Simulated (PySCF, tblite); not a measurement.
# C₄H₆O₂Si: dynamics, then NMR shifts on frames, part 2 of 2

tblite 0.8.0 and PySCF 2.14.0. Atoms count from 0. The steps go on from the part before.

## (5) Nuclear shieldings: 625 fs, PBE0/pcSseg-1

What the job is given:

```
{"job": {"kind": "nmr", "xc": "PBE0", "basis": "pcSseg-1", "pop": false}, "charge": 0, "multiplicity": 1}
Si     1.685600    -0.721900     1.449800
O      0.548000    -0.872900     0.256200
C     -0.813300    -0.628800     0.272400
C     -1.683100    -0.011600     1.152600
C     -2.893800     0.118800     0.503600
O     -2.854500    -0.526600    -0.659500
C     -1.577900    -0.990600    -0.790300
H      2.840900    -1.322600     0.674800
H      1.861900     0.714400     1.710400
H      1.390500    -1.561200     2.589300
H     -1.423600     0.511300     1.998300
H     -3.864100     0.580800     0.730600
H     -1.343100    -1.458300    -1.744200
```

Level: GIAO PBE0/pcSseg-1 NMR shielding, non-relativistic, gas phase.

The program printed:

```text
coarse grid: 11864 points
cycle   1  E = -595.2885361687  dE =  1.321e+00  |g| = 6.748e-01  |ddm| = 3.446e+00
cycle   2  E = -595.1898396920  dE =  9.870e-02  |g| = 1.005e+00  |ddm| = 1.440e+00
cycle   3  E = -595.3697489651  dE = -1.799e-01  |g| = 1.125e-01  |ddm| = 9.757e-01
cycle   4  E = -595.3720390990  dE = -2.290e-03  |g| = 3.936e-02  |ddm| = 1.158e-01
cycle   5  E = -595.3723830947  dE = -3.440e-04  |g| = 8.390e-03  |ddm| = 3.749e-02
cycle   6  E = -595.3723957093  dE = -1.261e-05  |g| = 3.606e-03  |ddm| = 9.814e-03
cycle   7  E = -595.3723986599  dE = -2.951e-06  |g| = 7.636e-04  |ddm| = 3.356e-03
final grid: 111408 points
cycle   8  E = -595.4336835251  dE = -1.209e-05  |g| = 1.226e-02  |ddm| = 2.610e-02
cycle   9  E = -595.4336399713  dE =  4.355e-05  |g| = 1.992e-02  |ddm| = 2.060e-02
cycle  10  E = -595.4337096553  dE = -6.968e-05  |g| = 1.347e-03  |ddm| = 1.343e-02
cycle  11  E = -595.4337100621  dE = -4.068e-07  |g| = 3.490e-04  |ddm| = 1.396e-03
cycle  12  E = -595.4337100855  dE = -2.337e-08  |g| = 1.480e-04  |ddm| = 4.233e-04
cycle  13  E = -595.4337100901  dE = -4.592e-09  |g| = 2.600e-05  |ddm| = 1.352e-04
cycle  14  E = -595.4337100902  dE = -9.391e-11  |g| = 1.167e-05  |ddm| = 2.581e-05
converged SCF energy = -595.4337100902

GIAO shielding tensors (ppm)
atom      isotropic    diamagn.    paramagn.     s11        s22        s33       span
  0 Si     380.944     879.634    -498.690    337.351    350.093    455.387    118.036
  1 O      282.224     399.222    -116.998    196.509    284.058    366.105    169.596
  2 C       34.529     245.968    -211.439    -35.352     37.354    101.584    136.936
  3 C       85.556     256.697    -171.141     12.018     78.184    166.465    154.447
  4 C       37.327     254.725    -217.397    -32.490     38.276    106.196    138.685
  5 O       32.348     398.384    -366.036   -118.784    -64.894    280.722    399.506
  6 C       44.205     255.567    -211.361    -16.081     45.253    103.444    119.525
  7 H       25.877      28.574      -2.697     22.215     24.768     30.649      8.434
  8 H       26.238      29.740      -3.502     23.075     24.570     31.068      7.992
  9 H       26.569      28.823      -2.254     23.666     24.765     31.275      7.609
 10 H       26.542      33.445      -6.903     24.529     26.744     28.354      3.825
 11 H       23.779      28.384      -4.605     20.642     24.539     26.156      5.514
 12 H       23.947      31.298      -7.351     20.836     24.592     26.413      5.577
```

Wall time 12 s (1 thread of Arm Neoverse V2, shared host); peak memory 0.74 GiB.

In short: δ C2 152.4, C4 149.6, C6 142.7, C3 101.4, H11 7.94, H12 7.77 ppm.

## (6) Shielding tensors: 800 fs, PBE0/pcSseg-1

What the job is given:

```
{"job": {"kind": "nmr", "xc": "PBE0", "basis": "pcSseg-1", "pop": false}, "charge": 0, "multiplicity": 1}
Si     1.440400    -1.018700     1.468300
O      0.317100    -1.106600     0.324200
C     -0.861500    -0.498000     0.021400
C     -1.855000    -0.236300     0.942200
C     -2.920600     0.160000     0.181400
O     -2.610400     0.092200    -1.128200
C     -1.333400    -0.254900    -1.306200
H      2.452200    -1.936200     0.921600
H      1.815700     0.373500     1.627900
H      1.015700    -1.701100     2.782300
H     -1.809000    -0.274100     1.992500
H     -3.930600     0.361000     0.415400
H     -0.864400    -0.339700    -2.331600
```

With the program's defaults for keys left out, this is: GIAO PBE0/pcSseg-1 NMR shielding, non-relativistic, gas phase.

The program printed:

```text
coarse grid: 11864 points
cycle   1  E = -595.2809280169  dE =  1.326e+00  |g| = 6.918e-01  |ddm| = 3.433e+00
cycle   2  E = -595.1811868882  dE =  9.974e-02  |g| = 1.020e+00  |ddm| = 1.305e+00
cycle   3  E = -595.3647075060  dE = -1.835e-01  |g| = 1.055e-01  |ddm| = 8.769e-01
cycle   4  E = -595.3666315650  dE = -1.924e-03  |g| = 4.250e-02  |ddm| = 1.071e-01
cycle   5  E = -595.3669885841  dE = -3.570e-04  |g| = 1.431e-02  |ddm| = 3.803e-02
cycle   6  E = -595.3670217523  dE = -3.317e-05  |g| = 6.091e-03  |ddm| = 1.407e-02
cycle   7  E = -595.3670295587  dE = -7.806e-06  |g| = 1.245e-03  |ddm| = 5.554e-03
final grid: 111408 points
cycle   8  E = -595.4284847793  dE = -1.017e-05  |g| = 1.306e-02  |ddm| = 2.574e-02
cycle   9  E = -595.4284287797  dE =  5.600e-05  |g| = 2.179e-02  |ddm| = 2.127e-02
cycle  10  E = -595.4285142510  dE = -8.547e-05  |g| = 1.716e-03  |ddm| = 1.425e-02
cycle  11  E = -595.4285149118  dE = -6.608e-07  |g| = 3.852e-04  |ddm| = 1.638e-03
cycle  12  E = -595.4285149398  dE = -2.799e-08  |g| = 1.129e-04  |ddm| = 4.117e-04
cycle  13  E = -595.4285149426  dE = -2.772e-09  |g| = 1.849e-05  |ddm| = 1.012e-04
cycle  14  E = -595.4285149426  dE = -4.593e-11  |g| = 9.880e-06  |ddm| = 2.365e-05
converged SCF energy = -595.4285149426

GIAO shielding tensors (ppm)
atom      isotropic    diamagn.    paramagn.     s11        s22        s33       span
  0 Si     393.681     879.915    -486.234    345.741    362.974    472.328    126.587
  1 O      273.605     398.047    -124.442    194.183    264.631    362.001    167.817
  2 C       28.719     247.369    -218.650    -34.718     29.579     91.296    126.013
  3 C       78.917     254.795    -175.878     -7.480     74.966    169.264    176.745
  4 C       39.888     252.919    -213.032    -28.921     40.241    108.342    137.263
  5 O       33.618     394.356    -360.738   -146.093    -37.016    283.963    430.056
  6 C       46.716     255.147    -208.430    -21.382     50.513    111.018    132.401
  7 H       26.347      29.261      -2.914     22.638     25.138     31.266      8.628
  8 H       26.611      30.159      -3.548     23.688     24.575     31.571      7.883
  9 H       25.610      28.109      -2.499     22.444     24.448     29.936      7.492
 10 H       25.345      32.356      -7.012     23.487     24.833     27.714      4.227
 11 H       24.574      29.210      -4.636     21.714     25.714     26.296      4.582
 12 H       22.542      29.244      -6.702     20.294     22.873     24.458      4.164
```

Run time: 12 s. Hardware: 1 thread of Arm Neoverse V2, shared host; peak memory 0.74 GiB.

In short: δ C2 158.2, C4 147.0, C6 140.2, C3 108.0, H12 9.18, H11 7.14 ppm.

## (7) Shielding tensors: 1000 fs, PBE0/pcSseg-1

What the job is given:

```
{"job": {"kind": "nmr", "xc": "PBE0", "basis": "pcSseg-1", "pop": false}, "charge": 0, "multiplicity": 1}
Si     1.334000    -1.028900     1.414800
O      0.281100    -1.316100     0.215800
C     -0.943800    -0.823400     0.059400
C     -2.074900    -1.003200     0.863600
C     -3.132300    -0.431100     0.223000
O     -2.690100     0.224100    -0.902600
C     -1.390900    -0.082400    -0.974300
H      2.255700    -2.056200     0.960000
H      1.951800     0.244300     1.272500
H      0.694100    -1.175600     2.704700
H     -2.089900    -1.484600     1.826100
H     -4.140100    -0.162900     0.530700
H     -0.745400     0.286000    -1.762000
```

Level: GIAO PBE0/pcSseg-1 NMR shielding, non-relativistic, gas phase.

The program printed:

```text
coarse grid: 11864 points
cycle   1  E = -595.2891937810  dE =  1.448e+00  |g| = 6.681e-01  |ddm| = 3.466e+00
cycle   2  E = -595.2069540247  dE =  8.224e-02  |g| = 9.554e-01  |ddm| = 1.277e+00
cycle   3  E = -595.3680457501  dE = -1.611e-01  |g| = 1.034e-01  |ddm| = 8.525e-01
cycle   4  E = -595.3699455150  dE = -1.900e-03  |g| = 3.670e-02  |ddm| = 1.040e-01
cycle   5  E = -595.3702435236  dE = -2.980e-04  |g| = 8.447e-03  |ddm| = 3.430e-02
cycle   6  E = -595.3702527297  dE = -9.206e-06  |g| = 5.177e-03  |ddm| = 9.305e-03
cycle   7  E = -595.3702578530  dE = -5.123e-06  |g| = 9.851e-04  |ddm| = 4.123e-03
final grid: 111408 points
cycle   8  E = -595.4314901696  dE = -9.897e-06  |g| = 1.306e-02  |ddm| = 2.362e-02
cycle   9  E = -595.4314339698  dE =  5.620e-05  |g| = 2.192e-02  |ddm| = 2.079e-02
cycle  10  E = -595.4315195678  dE = -8.560e-05  |g| = 1.759e-03  |ddm| = 1.392e-02
cycle  11  E = -595.4315202521  dE = -6.843e-07  |g| = 3.667e-04  |ddm| = 1.681e-03
cycle  12  E = -595.4315202777  dE = -2.564e-08  |g| = 1.102e-04  |ddm| = 4.116e-04
cycle  13  E = -595.4315202803  dE = -2.600e-09  |g| = 1.714e-05  |ddm| = 1.041e-04
cycle  14  E = -595.4315202804  dE = -4.593e-11  |g| = 7.647e-06  |ddm| = 1.995e-05
converged SCF energy = -595.4315202804

GIAO shielding tensors (ppm)
atom      isotropic    diamagn.    paramagn.     s11        s22        s33       span
  0 Si     379.859     881.174    -501.315    331.136    348.294    460.147    129.011
  1 O      295.698     396.833    -101.136    232.960    291.738    362.394    129.435
  2 C       37.914     247.858    -209.944    -35.638     45.377    104.003    139.641
  3 C       74.859     255.794    -180.934     -5.318     66.989    162.907    168.225
  4 C       38.141     254.800    -216.658    -27.899     40.384    101.940    129.839
  5 O       53.562     397.991    -344.429   -101.086    -15.548    277.321    378.407
  6 C       49.053     258.835    -209.783    -19.038     54.630    111.565    130.603
  7 H       26.486      29.794      -3.308     22.971     24.773     31.713      8.741
  8 H       27.230      31.240      -4.009     23.729     25.717     32.244      8.515
  9 H       26.688      30.231      -3.543     22.832     25.963     31.268      8.437
 10 H       25.158      30.949      -5.791     23.034     25.202     27.238      4.204
 11 H       24.094      28.522      -4.428     21.188     24.841     26.254      5.066
 12 H       24.186      32.716      -8.530     21.592     24.199     26.767      5.175
```

Run time: 12 s. Hardware: 1 thread of Arm Neoverse V2, shared host; peak memory 0.74 GiB.

In short: δ C2 149.0, C4 148.8, C6 137.9, C3 112.1, H11 7.62, H12 7.53 ppm.

## (8) Side by side: NMR shifts

Shifts (ppm) of some atoms, chosen among heavy atoms and hydrogens apart, with basis size and wall time:

```csv
frame,C2,C3,H12,H10,Si0,O5,O1,functions,time
250 fs,156.4,101.8,7.51,6.82,-38.1,292.0,54.6,156,12 s
425 fs,151.0,105.8,7.92,5.95,-41.0,290.6,45.8,156,12 s
625 fs,152.4,101.4,7.77,5.17,-31.8,303.7,53.9,156,12 s
800 fs,158.2,108.0,9.18,6.37,-44.5,302.5,62.5,156,12 s
1000 fs,149.0,112.1,7.53,6.56,-30.7,282.5,40.4,156,12 s
```

## (9) Results

This closing draws on all 2 parts.

| quantity | value |
| --- | --- |
| thermostat | 300 K |
| mean temperature, second half | 263 K |
| mean potential energy above the minimum | 0.43 eV |
| 13C shifts against TMS (PBE0/pcSseg-1, 250 fs) | 156.4, 145.4, 141.4, 101.8 ppm |
| 1H shifts against TMS (PBE0/pcSseg-1, 250 fs) | 7.51, 6.93, 6.82, 5.58, 4.94, 4.86 ppm |
| 29Si shifts against TMS (PBE0/pcSseg-1, 250 fs) | -38.1 ppm |
| 17O shifts against H2O (PBE0/pcSseg-1, 250 fs) | 292.0, 54.6 ppm |
| range of the shift of O1 | 40.4 to 62.5 ppm |

What this shows: In the second half the potential energy averages 0.43 eV above the minimum; equipartition over 33 harmonic modes at 300 K would give 0.43 eV. With 13 atoms the temperature swings widely (153 to 345 K). Shifts at one fixed geometry are not the observed spectrum, which averages over the motion. In the first frame run (250 fs): The largest span, 386 ppm, is at O5, where the paramagnetic term is -354 ppm. NICS(1)zz of -25 ppm above the planar ring from C2 marks a diatropic (aromatic) ring current. Across the 5 runs the shift of O1 moves most, between 40.4 (1000 fs) and 62.5 ppm (800 fs).
